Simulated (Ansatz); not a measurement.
**CH4FNbO2: how energies converge with the basis set**

How large a basis does CH4FNbO2 need? Two functionals are run in growing sets.

Computed with Ansatz 0.2.0, Gaussian basis. Level: one geometry, several basis sets.

Plan: PBE0-D4/def2-SVP; ωB97M-V/def2-SVP; PBE0-D4/def2-QZVPP; ωB97M-V/def2-QZVPP; the functionals' def2-TZVPP values are taken from earlier runs.

**1. Structure used throughout**

All runs share one geometry, relaxed beforehand with PBE0-D4 in a triple-zeta def2 set. Nb takes the def2 core potential; no spin-orbit term is included.

SMILES `[CH3][Nb](=[O])([OH])[F]`, 9 atoms, charge 0, spin multiplicity 1.

Atoms are counted from 1 here; the program's logs count them from 0.

Bond lengths: C1–Nb2 2.147 Å, C1–H6 1.094 Å, C1–H7 1.095 Å, C1–H8 1.095 Å, Nb2–O3 1.691 Å, Nb2–O4 1.885 Å, Nb2–F5 1.874 Å, O4–H9 0.959 Å. Angles: Nb2–C1–H6 110.8°, Nb2–C1–H7 109.7°, Nb2–C1–H8 110.5°, H6–C1–H7 107.9°, H6–C1–H8 108.9°, H7–C1–H8 109.0°, C1–Nb2–O3 104.4°, C1–Nb2–O4 107.4°, C1–Nb2–F5 109.0°, O3–Nb2–O4 110.0°, O3–Nb2–F5 110.8°, O4–Nb2–F5 114.6°, Nb2–O4–H9 131.3°.

**2. PBE0-D4 in def2-SVP**

File in.yaml:

```yaml
crystal:
  periodic: [false, false, false]
  atoms:
    - {symbol: C, position_ang: [-0.409940, -0.378081, -1.269361]}
    - {symbol: Nb, position_ang: [0.600124, 0.300906, 0.499511]}
    - {symbol: O, position_ang: [1.604389, -0.989254, 0.932585]}
    - {symbol: O, position_ang: [-0.708921, 0.572021, 1.828676]}
    - {symbol: F, position_ang: [1.612670, 1.821345, 0.079317]}
    - {symbol: H, position_ang: [-0.952159, -1.307567, -1.073828]}
    - {symbol: H, position_ang: [0.322385, -0.575459, -2.058896]}
    - {symbol: H, position_ang: [-1.118402, 0.378745, -1.621267]}
    - {symbol: H, position_ang: [-0.861546, 0.131143, 2.666162]}
basis:
  gaussian: {orbitals: def2-SVP}
hamiltonian: {xc: pbe0, dispersion: d4}
output: {orbitals: {seedname: orbitals}}
```

Started as:

```sh
> ansatz run in.yaml --threads 4 --pin off --events-out ev --progress --plain --max-ram 10444MiB
```

Further steps of the session: ωB97M-V in def2-SVP; PBE0-D4 in def2-QZVPP; ωB97M-V in def2-QZVPP.

**Question.** What will the summary of the whole plan be? Wanted: PBE0-D4: double and triple zeta above quadruple; ωB97M-V: double and triple zeta above quadruple.

The runs gave:

```
                                       quantity           value
PBE0-D4: double and triple zeta above quadruple  10.63, 0.53 eV
ωB97M-V: double and triple zeta above quadruple  10.89, 0.51 eV
```

**Reading.** PBE0-D4 gains 10.10 eV from double to triple zeta, then 0.53 eV more. Total energies overstate the basis error of differences, where much of it tends to cancel.
